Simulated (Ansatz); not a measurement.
# SnBrF2 radical: basis-set convergence

How large a basis does SnBrF2 radical need? Two functionals are run in growing sets.

Program: Ansatz 0.2.0, Gaussian basis. Level of theory: one geometry, several basis sets. These are calculated values, not measurements.

Plan: PBE0-D4/def2-SVP; ωB97M-V/def2-SVP; PBE0-D4/def2-QZVPP; ωB97M-V/def2-QZVPP; the functionals' def2-TZVPP values are taken from earlier runs.

## 1. The geometry

All runs share one geometry, relaxed beforehand with PBE0-D4 in a triple-zeta def2 set. Sn takes the def2 core potential; no spin-orbit term is included.

SMILES `[F][Sn]([F])[Br]`, 4 atoms, charge 0, spin multiplicity 2.

Atoms are counted from 1 here; the program's logs count them from 0.

Bond lengths: F1–Sn2 1.913 Å, Sn2–F3 1.913 Å, Sn2–Br4 2.481 Å. Angles: F1–Sn2–F3 102.5°, F1–Sn2–Br4 108.5°, F3–Sn2–Br4 108.5°.

## 2. PBE0-D4 in def2-SVP

in.yaml reads:

```yaml
crystal:
  periodic: [false, false, false]
  atoms:
    - {symbol: F, position_ang: [-0.840098, -0.494967, 1.539956]}
    - {symbol: Sn, position_ang: [0.280446, 0.435459, 0.299280]}
    - {symbol: F, position_ang: [1.634708, -0.859318, -0.088173]}
    - {symbol: Br, position_ang: [-1.019556, 0.858626, -1.771465]}
basis:
  gaussian: {orbitals: def2-SVP}
magnetization: {spin_polarized: true, initial_magnetization: 1}
hamiltonian: {xc: pbe0, dispersion: d4}
output: {orbitals: {seedname: orbitals}}
```

The run is started by

```bash
$ ansatz run in.yaml --threads 4 --pin off --events-out ev --progress --plain --max-ram 10444MiB
```

After this run come: ωB97M-V in def2-SVP; PBE0-D4 in def2-QZVPP; ωB97M-V in def2-QZVPP.

Before running them: what should the planned runs give, taken together? Wanted: PBE0-D4: double and triple zeta above quadruple; ωB97M-V: double and triple zeta above quadruple.

**Answer**, as computed:

| quantity | value |
| --- | --- |
| PBE0-D4: double and triple zeta above quadruple | 17.76, 1.83 eV |
| ωB97M-V: double and triple zeta above quadruple | 17.80, 1.76 eV |

In words: PBE0-D4 gains 15.93 eV from double to triple zeta, then 1.83 eV more. These are total energies; as a rule much of such shifts cancels in differences, which this series doesn't test.
